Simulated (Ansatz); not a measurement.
What does this script print? It uses Ansatz 0.2.0 through its Python package.

`ch4bclo.py`:
```python
# -*- coding: utf-8 -*-
"""Energy of CH4BClO as one group turns about a bond."""

import warnings

import ansatz as az
from ase import Atoms


def main():
    warnings.simplefilter("ignore", az.DeckWarning)

    atoms = Atoms(["C", "B", "O", "Cl", "H", "H", "H", "H"], positions=[
        (-0.1623, 0.9059, 0.1378),
        (-0.148, -0.597, -0.2347),
        (0.3195, -1.5498, 0.7371),
        (-0.6341, -1.1781, -1.89),
        (-0.6137, 1.5169, -0.751),
        (0.8085, 1.3343, 0.3623),
        (-0.8426, 1.0989, 1.0106),
        (1.3648, -1.5881, 0.5722),
    ])

    # start the scan from a relaxed geometry
    first = (
        az.Crystal.molecule_from_ase(atoms).calculation()
        .basis(gaussian="def2-SVP")
        .functional("pbe0", dispersion="d4")
        .scf(lower_state_search="off")
        .relax(force_tolerance=0.02, max_steps=80)
    )
    atoms.positions = first.run(threads=1).report["positions_ang"]

    start = atoms.get_dihedral(4, 0, 1, 2)
    energies = {}
    for turn in range(0, 360, 30):
        turned = atoms.copy()
        turned.set_dihedral(4, 0, 1, 2, start + turn, indices=[1, 2, 3, 7])
        calculation = (
            az.Crystal.molecule_from_ase(turned).calculation()
            .basis(gaussian="def2-SVP")
            .functional("pbe0", dispersion="d4")
            .scf(lower_state_search="off")
        )
        energies[round((start + turn) % 360)] = calculation.run(threads=1).report["free_energy_ev"]
    floor = min(energies.values())
    print("dihedral H4-C0-B1-O2 (deg)   E - E(min) (kJ/mol)")
    for angle, e in sorted(energies.items()):
        print(f"{angle:8d} {96.485332 * (e - floor):14.3f}  " + "#" * int(30 * (e - floor) / max(max(energies.values()) - floor, 1e-9)))


if __name__ == "__main__":
    main()
```

```console
$ python ch4bclo.py
dihedral H4-C0-B1-O2 (deg)   E - E(min) (kJ/mol)
      28          1.390  ###########
      58          2.259  ###################
      88          1.480  ############
     118          0.982  ########
     148          2.572  #####################
     178          3.472  #############################
     208          1.592  #############
     238          0.000
     268          1.580  #############
     298          3.536  ##############################
     328          2.663  ######################
     358          0.966  ########
```

The settings weren't tested for convergence. The scan is rigid and the energies are electronic, in a modest basis. With rigid groups the curve can differ much from the relaxed path, the start wasn't checked as a minimum of this torsion, and equivalent turns needn't return to the same energy. Timing: 68 s on 1 thread of Arm Neoverse V1 (shared host), peak memory 0.22 GiB.

(A comment or docstring line of the script was reworded after the run, the code is as it ran; lines on the test bed's own set-up are left out of the output.)
